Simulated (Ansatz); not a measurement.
# CH₆GeN radical: a ladder of functionals and wavefunction methods

Aim: compute CH₆GeN radical with functionals from several rungs and with coupled cluster. The yardstick is the atomisation energy at the CCSD(T) limit.

Computed with Ansatz 0.2.0, Gaussian basis. Level: functionals in def2-TZVPP, the program's frozen cores in correlated methods.

Levels to be run: LDA (SPW92), PBE-D4, revPBE-D4, BLYP-D4, r2SCAN-D4, B97M-V, PBE0-D4, B3LYP-D4, r2SCANh-D4, r2SCAN0-D4, HSE06-D4, BHLYP-D4, CAM-B3LYP-D4, LC-ωPBE, ωB97X-V, ωB97M-V, B2PLYP, PBE-QIDH; CCSD(T)/def2-SVP; CCSD(T)/def2-TZVPP; MP2/def2-QZVPP; extrapolation to the limit; RPA on PBE.

### Step 1. The relaxed structure

The geometry comes from an earlier relaxation with PBE0-D4 in a triple-zeta def2 set; it is a stationary point, not always the lowest conformer.

SMILES `C[N][GeH3]`, 9 atoms, charge 0, spin multiplicity 2.

Atoms are counted from 1 here; the program's logs count them from 0.

Bond lengths: C1–N2 1.425 Å, C1–H4 1.095 Å, C1–H5 1.101 Å, C1–H6 1.104 Å, N2–Ge3 1.863 Å, Ge3–H7 1.545 Å, Ge3–H8 1.534 Å, Ge3–H9 1.540 Å. Angles: N2–C1–H4 111.0°, N2–C1–H5 114.7°, N2–C1–H6 109.0°, H4–C1–H5 109.2°, H4–C1–H6 106.8°, H5–C1–H6 105.7°, C1–N2–Ge3 116.4°, N2–Ge3–H7 111.5°, N2–Ge3–H8 107.5°, N2–Ge3–H9 107.4°, H7–Ge3–H8 110.7°, H7–Ge3–H9 109.7°, H8–Ge3–H9 110.0°.

### Step 2. LDA

This LDA is Slater exchange with PW92 correlation.

Contents of in.yaml:

```yaml
crystal:
  periodic: [false, false, false]
  atoms:
    - {symbol: C, position_ang: [-0.411871, 0.982074, -0.924872]}
    - {symbol: N, position_ang: [-0.914078, -0.111449, -0.160774]}
    - {symbol: Ge, position_ang: [0.325197, -1.031443, 0.882020]}
    - {symbol: H, position_ang: [-1.134611, 1.293136, -1.686321]}
    - {symbol: H, position_ang: [0.562796, 0.800838, -1.402948]}
    - {symbol: H, position_ang: [-0.260451, 1.847615, -0.256902]}
    - {symbol: H, position_ang: [1.747020, -0.943182, 0.283277]}
    - {symbol: H, position_ang: [-0.137416, -2.491213, 0.966212]}
    - {symbol: H, position_ang: [0.311915, -0.392774, 2.283309]}
basis:
  gaussian: {orbitals: def2-TZVPP}
magnetization: {spin_polarized: true, initial_magnetization: 1}
hamiltonian: {xc: lda}
output: {orbitals: {seedname: orbitals}}
```

Started as:

```
> ansatz run in.yaml --threads 4 --pin off --events-out ev --progress --plain --max-ram 10444MiB
```

Further steps of the session: PBE-D4 (GGA); revPBE-D4 (GGA); BLYP-D4 (GGA); r2SCAN-D4 (meta-GGA); B97M-V (meta-GGA); B3LYP-D4 (hybrid); r2SCANh-D4 (hybrid); r2SCAN0-D4 (hybrid); HSE06-D4 (hybrid); BHLYP-D4 (hybrid); CAM-B3LYP-D4 (range-separated); LC-ωPBE (range-separated); ωB97X-V (range-separated); ωB97M-V (range-separated); B2PLYP (double hybrid); PBE-QIDH (double hybrid); CCSD(T) in def2-SVP; CCSD(T) in def2-TZVPP; MP2 in def2-QZVPP; RPA on PBE orbitals.

Q: Predict the results of all the runs planned. Wanted: atomisation energy, CCSD(T)/CBS; farthest beyond LDA; mean size of error, GGA; mean size of error, meta-GGA; mean size of error, hybrid; mean size of error, range-separated; mean size of error, double hybrid; gap, smallest and largest; T1 diagnostic.

**Answer**, as computed:

```
                               quantity                                                                                                                                value
        atomisation energy, CCSD(T)/CBS                                                                                                                       656.9 kcal/mol
functionals within 6.6 kcal/mol (1.0 %)  revPBE-D4, BLYP-D4, r2SCAN-D4, PBE0-D4, B3LYP-D4, r2SCANh-D4, r2SCAN0-D4, HSE06-D4, CAM-B3LYP-D4, LC-ωPBE, ωB97X-V, ωB97M-V, B2PLYP
                    farthest beyond LDA                                                                                                            BHLYP-D4 (-12.5 kcal/mol)
                mean size of error, GGA                                                                                                                         5.4 kcal/mol
           mean size of error, meta-GGA                                                                                                                         5.2 kcal/mol
             mean size of error, hybrid                                                                                                                         4.0 kcal/mol
    mean size of error, range-separated                                                                                                                         3.9 kcal/mol
      mean size of error, double hybrid                                                                                                                         7.0 kcal/mol
              gap, smallest and largest                                                                                             1.21 eV (LDA (SPW92)), 9.82 eV (LC-ωPBE)
                          T1 diagnostic                                                                                                                               0.0142
triples share of the correlation energy                                                                                                                                3.5 %
```

The LDA atomisation energy is off by 93.1 kcal/mol (14 %): it overbinds. PBE-D4 misses by +9.7 kcal/mol. Double hybrids carry the basis error of their MP2 part in triple zeta, and no dispersion term here, so their miss is partly the set-up's. The rungs range-separated, hybrid, meta-GGA, GGA miss on average by less than the doubt on the reference (6.6 kcal/mol), so they tie. The reference freezes the cores and leaves out relativity and excitations past (T), and its outer-core shells are covered unevenly, so misses under about 6.6 kcal/mol can't be ranked. Hartree-Fock recovers 71 % of the binding; the rest is correlation. CCSD(T) in def2-SVP is off by -40.8 kcal/mol, more than most functionals: a good method in a small basis is no reference. Orbital gaps span 1.2 to 9.8 eV; exact exchange widens them. Correlated methods include outer-core shells of Ge, which these sets cover unevenly.
